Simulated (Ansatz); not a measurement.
# C4H11AlSi: the cost of one run

Method: RKS B3LYP/6-31G, in Ansatz 0.2.0.

### 1 Starting point

Bond lengths (14 of 16 bonds, heavy atoms first): C1–C2 1.284 Å, C2–Al3 1.986 Å, C2–C4 1.553 Å, C4–Si5 1.842 Å, Si5–C6 1.864 Å, C1–H7 1.098 Å, C1–H8 1.104 Å, Al3–H9 1.529 Å, Al3–H10 1.627 Å, C4–H11 1.172 Å, C4–H12 1.061 Å, Si5–H13 1.531 Å, Si5–H14 1.484 Å, C6–H15 1.106 Å. Angles (14 of 27 angles, heavy atoms first): C1–C2–Al3 119.1°, C1–C2–C4 122.6°, Al3–C2–C4 118.4°, C2–C4–Si5 109.9°, C4–Si5–C6 110.5°, C2–C1–H7 122.4°, C2–C1–H8 120.7°, C2–Al3–H9 120.6°, C2–Al3–H10 117.4°, C2–C4–H11 105.2°, C2–C4–H12 112.0°, Si5–C4–H11 108.3°, Si5–C4–H12 112.1°, C4–Si5–H13 111.7°.

As a file:

```xyz
17

C    -2.0922   -0.8495   -0.0690
C    -0.8238   -0.9783   -0.2222
Al   -0.1034   -1.3512   -2.0354
C     0.1786   -0.8463    0.9570
Si    0.4830    0.9327    1.3238
C     1.3578    1.7531   -0.1026
H    -2.5444   -0.5824    0.8954
H    -2.7694   -0.8622   -0.9406
H    -1.0383   -1.4422   -3.2419
H     1.5094   -1.5136   -2.1804
H    -0.3667   -1.3240    1.8779
H     1.0796   -1.3761    0.7749
H    -0.8211    1.6861    1.5967
H     1.3211    1.0186    2.5450
H     0.6817    1.7409   -0.9772
H     1.6475    2.8098    0.1860
H     2.2818    1.1841   -0.3470
```

### 2 Relaxing end A

Input file input.yaml:

```yaml
crystal:
  periodic: [false, false, false]
  atoms:
    - { symbol: C, position_ang: [-2.0922, -0.8495, -0.069] }
    - { symbol: C, position_ang: [-0.8238, -0.9783, -0.2222] }
    - { symbol: Al, position_ang: [-0.1034, -1.3512, -2.0354] }
    - { symbol: C, position_ang: [0.1786, -0.8463, 0.957] }
    - { symbol: Si, position_ang: [0.483, 0.9327, 1.3238] }
    - { symbol: C, position_ang: [1.3578, 1.7531, -0.1026] }
    - { symbol: H, position_ang: [-2.5444, -0.5824, 0.8954] }
    - { symbol: H, position_ang: [-2.7694, -0.8622, -0.9406] }
    - { symbol: H, position_ang: [-1.0383, -1.4422, -3.2419] }
    - { symbol: H, position_ang: [1.5094, -1.5136, -2.1804] }
    - { symbol: H, position_ang: [-0.3667, -1.324, 1.8779] }
    - { symbol: H, position_ang: [1.0796, -1.3761, 0.7749] }
    - { symbol: H, position_ang: [-0.8211, 1.6861, 1.5967] }
    - { symbol: H, position_ang: [1.3211, 1.0186, 2.545] }
    - { symbol: H, position_ang: [0.6817, 1.7409, -0.9772] }
    - { symbol: H, position_ang: [1.6475, 2.8098, 0.186] }
    - { symbol: H, position_ang: [2.2818, 1.1841, -0.347] }
basis:
  gaussian: { orbitals: "6-31G" }
hamiltonian:
  xc: b3lyp
relax:
  f_tol: 0.015
  max_steps: 40
```

Command:

```console
$ ansatz run input.yaml --threads 1 --pin off --max-ram 2048MiB --backend cpu --events-out ev --progress --plain --runs-dir out
```

**Question.** How long does this run take on 1 thread of an Arm CPU, shared host, and how much memory does it need?

About 82 s, with a peak of 0.22 GiB.
